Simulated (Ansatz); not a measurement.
# FH5SSi2: rigid scan of one bond length

How does the energy of FH5SSi2 change as one bond is stretched? Wanted for FH5SSi2: a rigid scan of one bond length.

Computed with the Python package of Ansatz 0.2.0. Level of theory: PBE+D4/6-31G*.

## (1) The structure

Bond lengths: F1–Si2 1.543 Å, Si2–Si3 2.301 Å, Si3–S4 2.105 Å, Si2–H5 1.506 Å, Si2–H6 1.503 Å, Si3–H7 1.548 Å, Si3–H8 1.446 Å, S4–H9 1.385 Å. Angles: F1–Si2–Si3 108.9°, F1–Si2–H5 108.1°, F1–Si2–H6 109.0°, Si3–Si2–H5 110.8°, Si3–Si2–H6 112.0°, H5–Si2–H6 108.1°, Si2–Si3–S4 112.6°, Si2–Si3–H7 109.6°, Si2–Si3–H8 111.6°, S4–Si3–H7 105.3°, S4–Si3–H8 110.9°, H7–Si3–H8 106.4°, Si3–S4–H9 97.3°.

No structure file is read: the coordinates are typed or built in the script.

## (2) The script

Input file scan.py:

```python
'''Stretching a bond of FH5SSi2, the rest held rigid.'''

import ansatz as az
from ase import Atoms
import matplotlib.pyplot as plt
import numpy as np

atoms = Atoms(['F', 'Si', 'Si', 'S', 'H', 'H', 'H', 'H', 'H'], positions=[
    (-1.1422, 1.426, -1.2297),
    (0.3049, 1.0402, -0.8566),
    (0.2678, -0.939, 0.317),
    (-0.7944, -0.787, 2.1281),
    (1.093, 0.8903, -2.1315),
    (0.9171, 2.1565, -0.0571),
    (1.7105, -1.3298, 0.7206),
    (-0.2397, -2.0269, -0.4895),
    (-2.0285, -0.4765, 1.5816),
])
geometry = az.Crystal.molecule_from_ase(atoms)

symbols = [site.symbol for site in geometry.cartesian_sites]
start = np.array([site.position_ang for site in geometry.cartesian_sites])
axis = (start[5] - start[1]) / np.linalg.norm(start[5] - start[1])
moving = [5]
lengths, energies = [1.28, 1.38, 1.5, 1.65, 1.88, 2.26, 2.71, 3.31], []
for length in lengths:
    xyz = start.copy()
    xyz[moving] += (length - np.linalg.norm(start[5] - start[1])) * axis
    point = az.Crystal.molecule()
    for symbol, place in zip(symbols, xyz):
        point = point.atom(symbol, place.tolist())
    calc = (
        point.calculation()
        .basis(gaussian='6-31G*')
        .functional('PBE', dispersion='d4')
    )
    report = calc.run(threads=1).report
    energies.append(report['free_energy_ev'])
    print(f'r = {length:6.3f} A  E = {energies[-1]:.5f} eV  <S^2> = {abs(report["mean_field"]["state"]["spin_squared"]):.3f}')

print('energy above the lowest point (eV):', [round(e - min(energies), 3) for e in energies])
plt.figure(figsize=(4.5, 3))
plt.plot(lengths, np.array(energies) - min(energies), 'o-')
plt.xlabel('bond length (A)')
plt.ylabel('E - E(min) (eV)')
plt.tight_layout()
plt.savefig('scan.png', dpi=100)
```

## (3) Running it

On the command line:

```sh
$ python scan.py
```

Without the output at hand: what should come out? Wanted: range of energy; lowest point, distance.

The runs gave:

```
                  quantity     value
             runs compared         8
           range of energy  4.077 eV
lowest point, distance (Å)      1.50
```

What this shows: The curve has its lowest point inside the range, at 1.50. The ends stand 0.602 and 4.08 eV above it. The distance scanned is the script's pair 1, 5. The rest of the molecule is held rigid at a force-field or estimated start geometry, and the basis set is modest; single-reference methods fail as a bond breaks. The orbitals are restricted, so S² is zero by construction. Toward dissociation an unrestricted state lies under the restricted one, by 1 to 2 eV or more.
